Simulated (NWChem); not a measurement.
**One shape, several levels: CH8SSi2 (SMILES C[SiH2]S[SiH3])**

Aim: a comparison of 4 runs (HF/STO-3G, HF/3-21G, B3LYP/6-31G*) of CH8SSi2. 

The calculation is run with NWChem 7.3.0.

### Step 1. The structure to begin with

CH8SSi2 has 12 atoms, charge 0, and is taken as a singlet. As SMILES, `C[SiH2]S[SiH3]`. The shape is that of a PBE0-D4/def2-TZVP optimisation. This is one conformer, not always the lowest.

Bond lengths: C1–Si2 1.862 Å, Si2–S3 2.144 Å, S3–Si4 2.133 Å, C1–H5 1.092 Å, C1–H6 1.092 Å, C1–H7 1.093 Å, Si2–H8 1.488 Å, Si2–H9 1.488 Å, Si4–H10 1.486 Å, Si4–H11 1.483 Å, Si4–H12 1.486 Å. Some angles: C1–Si2–S3 107.6°, Si2–S3–Si4 98.4°, C1–Si2–H8 111.3°, C1–Si2–H9 111.3°, S3–Si2–H8 109.4°, S3–Si2–H9 109.4°, Si2–C1–H5 110.7°, Si2–C1–H6 110.7°, Si2–C1–H7 110.1°, S3–Si4–H10 111.0°.

### Step 2. Energy and forces at HF/STO-3G (run 1)

Input file geom.nw:

```
start geom
title "CH8SSi2"
memory 2200 mb

geometry noautosym nocenter noautoz
   C       -0.320700       2.321300       0.535100
   Si      -0.502800       0.565000      -0.057000
   S        1.299900      -0.479600       0.449000
   Si       0.784500      -2.390700      -0.346300
   H        0.531800       2.804600       0.053700
   H       -0.169600       2.350600       1.616100
   H       -1.220900       2.893600       0.297300
   H       -0.708700       0.509400      -1.529600
   H       -1.661400      -0.106700       0.591200
   H        0.531600      -2.309100      -1.807900
   H        1.942300      -3.279500      -0.084200
   H       -0.429000      -2.934200       0.316600
end

basis "ao basis" spherical bse
   C library STO-3G
   Si library STO-3G
   S library STO-3G
   H library STO-3G
end

scf
   thresh 1e-08
   maxiter 80
end

task scf gradient
```

Run with:

```bash
$ nwchem geom.nw > geom.out
```

Log:

```text
[...]
  functions       =    40
[...]
  wavefunction    = RHF
[...]
         Total SCF energy =  -1006.506074247818
      One-electron energy =  -1954.043581297092
      Two-electron energy =    669.543584109212
 Nuclear repulsion energy =    277.993922940062
        Time for solution =      2.1s
[...]
                         RHF ENERGY GRADIENTS
    atom               coordinates                        gradient
                 x          y          z           x          y          z
   1 C      -0.606035   4.386621   1.011192    0.004829  -0.004119   0.000902
   2 Si     -0.950154   1.067695  -0.107714    0.008620   0.024240   0.010965
   3 S       2.456455  -0.906313   0.848487    0.020123   0.005426   0.010678
   4 Si      1.482490  -4.517768  -0.654412   -0.002548   0.014313   0.002968
   5 H       1.004956   5.299926   0.101478    0.007118   0.002390  -0.004862
   6 H      -0.320498   4.441990   3.053986    0.001014  -0.001562   0.008815
   7 H      -2.307166   5.468111   0.561816   -0.008752   0.001928  -0.003366
   8 H      -1.339249   0.962626  -2.890525   -0.002656  -0.003007  -0.031875
   9 H      -3.139591  -0.201634   1.117206   -0.023446  -0.016438   0.014452
  10 H       1.004578  -4.363566  -3.416436   -0.004966   0.003242  -0.031067
  11 H       3.670415  -6.197356  -0.159115    0.026545  -0.016048   0.007290
[...]
```

Run time: 3.3 s. Hardware: 1 thread of AMD EPYC 9R45 (Zen 5), shared host; peak memory 0.099 GiB.

### Step 3. Energy and gradient at HF/3-21G (run 2)

Input file input.nw:

```
START input
TITLE "CH8SSi2"
memory total 2200 mb
charge 0
GEOMETRY units au noautosym nocenter noautoz
C   -0.60603517   4.38662125   1.01119245
Si  -0.95015430   1.06769526  -0.10771439
S    2.45645499  -0.90631265   0.84848703
Si   1.48249014  -4.51776825  -0.65441216
H    1.00495635   5.29992589   0.10147829
H   -0.32049755   4.44199023   3.05398639
H   -2.30716663   5.46811151   0.56181558
H   -1.33924890   0.96262649  -2.89052508
H   -3.13959098  -0.20163378   1.11720608
H    1.00457841  -4.36356659  -3.41643586
H    3.67041505  -6.19735683  -0.15911494
H   -0.81069251  -5.54483439   0.59828729
END
BASIS spherical bse
C library 3-21G
Si library 3-21G
S library 3-21G
H library 3-21G
END
SCF
thresh 1e-08
maxiter 80
END
TASK scf gradient
```

Run with:

```bash
$ nwchem input.nw > input.out
```

Log:

```text
[...]
  functions       =    64
[...]
  wavefunction    = RHF
[...]
         Total SCF energy =  -1012.683845258194
      One-electron energy =  -1954.939253772058
      Two-electron energy =    664.261505698630
 Nuclear repulsion energy =    277.993902815233
        Time for solution =      2.5s
[...]
                         RHF ENERGY GRADIENTS
    atom               coordinates                        gradient
                 x          y          z           x          y          z
   1 C      -0.606035   4.386621   1.011192    0.000224  -0.018622  -0.005355
   2 Si     -0.950154   1.067695  -0.107714    0.027362  -0.014354   0.008102
   3 S       2.456455  -0.906313   0.848487   -0.025181  -0.010250  -0.014379
   4 Si      1.482490  -4.517768  -0.654412   -0.004553   0.040181   0.009709
   5 H       1.004956   5.299926   0.101478    0.004136   0.001621  -0.002976
   6 H      -0.320498   4.441990   3.053986    0.000439  -0.000775   0.005318
   7 H      -2.307167   5.468112   0.561816   -0.004590   0.001084  -0.001746
   8 H      -1.339249   0.962626  -2.890525   -0.000232   0.001523  -0.000373
   9 H      -3.139591  -0.201634   1.117206   -0.000704   0.001224   0.000725
  10 H       1.004578  -4.363567  -3.416436    0.000823  -0.000888  -0.000620
  11 H       3.670415  -6.197357  -0.159115    0.002006   0.000500   0.001056
[...]
```

Wall time 3.9 s (1 thread of AMD EPYC 9R45 (Zen 5), shared host); peak memory 0.1 GiB.

Run 3 isn't shown in full; the table further down has it.

### Step 4. Energy and forces at B3LYP/6-31G(d) (Cartesian functions) (run 4)

Input file job.nw:

```
start job
memory total 2200 mb

geometry units angstroms noautosym nocenter noautoz
C     -0.320700     2.321300     0.535100
Si    -0.502800     0.565000    -0.057000
S      1.299900    -0.479600     0.449000
Si     0.784500    -2.390700    -0.346300
H      0.531800     2.804600     0.053700
H     -0.169600     2.350600     1.616100
H     -1.220900     2.893600     0.297300
H     -0.708700     0.509400    -1.529600
H     -1.661400    -0.106700     0.591200
H      0.531600    -2.309100    -1.807900
H      1.942300    -3.279500    -0.084200
H     -0.429000    -2.934200     0.316600
end

basis "ao basis" cartesian
* library 6-31G*
end

dft
xc b3lyp
grid xfine
convergence energy 1e-08
maxiter 100
mulliken
end

task dft gradient
```

Run with:

```bash
$ nwchem job.nw > job.out
```

Log:

```text
[...]
          Wavefunction type:  closed shell.
          No. of atoms     :    12
          No. of electrons :    58
[...]
          Charge           :     0
          Spin multiplicity:     1
[...]
          AO basis - number of functions:    88
[...]
              XC Information
              --------------
                         B3LYP Method XC Potential
                     Hartree-Fock (Exact) Exchange  0.200
                        Slater Exchange Functional  0.800 local
                    Becke 1988 Exchange Functional  0.720 non-local
              Lee-Yang-Parr Correlation Functional  0.810
                  VWN I RPA Correlation Functional  0.190 local
[...]
 d= 0,ls=0.0,diis     1  -1020.1024090338 -1.30D+03  1.10D-02  5.20D-01     3.7
[...]
 d= 0,ls=0.0,diis     8  -1020.1518651434  4.96D-09  4.07D-06  1.10D-07    24.3
         Total DFT energy =    -1020.151865143444
      One electron energy =    -1962.382333364934
           Coulomb energy =      740.268279886453
    Exchange-Corr. energy =      -76.031734605027
 Nuclear repulsion energy =      277.993922940062
[...]
      Total Density - Mulliken Population Analysis
     ---------------------------------------------
    Atom       Charge   Shell Charges
 -----------   ------   -------------------------------------------------------
    1 C    6     6.66   1.99  0.67  2.14  0.68  1.16  0.02
    2 Si  14    13.55   2.00  1.99  5.96  1.04  1.87  0.23  0.30  0.16
    3 S   16    16.36   2.00  1.99  5.97  1.39  3.13  0.54  1.34  0.00
    4 Si  14    13.69   2.00  1.99  5.96  1.05  1.93  0.25  0.35  0.16
    5 H    1     0.82   0.52  0.30
    6 H    1     0.82   0.52  0.30
    7 H    1     0.82   0.52  0.30
    8 H    1     1.06   0.51  0.55
    9 H    1     1.06   0.51  0.55
   10 H    1     1.05   0.51  0.54
[...]
  wavefunction    = closed shell
[...]
```

Run time: 32 s. Hardware: 1 thread of AMD EPYC 9R45 (Zen 5), shared host; peak memory 0.16 GiB.

### Step 5. Overview of the runs

```csv
run,level,iteration cap,module,energy (Eh),dipole moment (D),HOMO energy (eV),LUMO energy (eV),wall time
1,HF/STO-3G,80,scf,-1006.506074,1.10,-6.73,10.84,3.3 s
2,HF/3-21G,80,scf,-1012.683845,2.25,-10.13,3.21,3.9 s
3,B3LYP/6-31G* (spherical functions),100,dft,-1020.144806,–,–,–,32 s
4,B3LYP/6-31G* (Cartesian functions),100,dft,-1020.151865,1.38,-6.95,0.04,32 s
```

### Step 6. Results

| quantity | value |
| --- | --- |
| run 4: total energy | -1020.15187 Eh |
| run 4: dipole moment | 1.38 D |
| run 4: HOMO energy | -6.95 eV |
| run 4: LUMO energy | 0.04 eV |
| run 4: HOMO–LUMO gap | 6.99 eV |
| run 4: largest force on an atom | 0.363 eV/Å |

Over runs 1, 2, 4 the dipole moment (its size) runs from 1.10 D (HF/STO-3G) to 2.25 D (HF/3-21G). Over runs 1, 2, 4 the HOMO–LUMO gap runs from 6.99 eV (B3LYP/6-31G*) to 17.57 eV (HF/STO-3G). The two ends differ in method and basis. In run 1 the basis is minimal, so the values are rough. All runs together took 71 s, the longest 32 s.
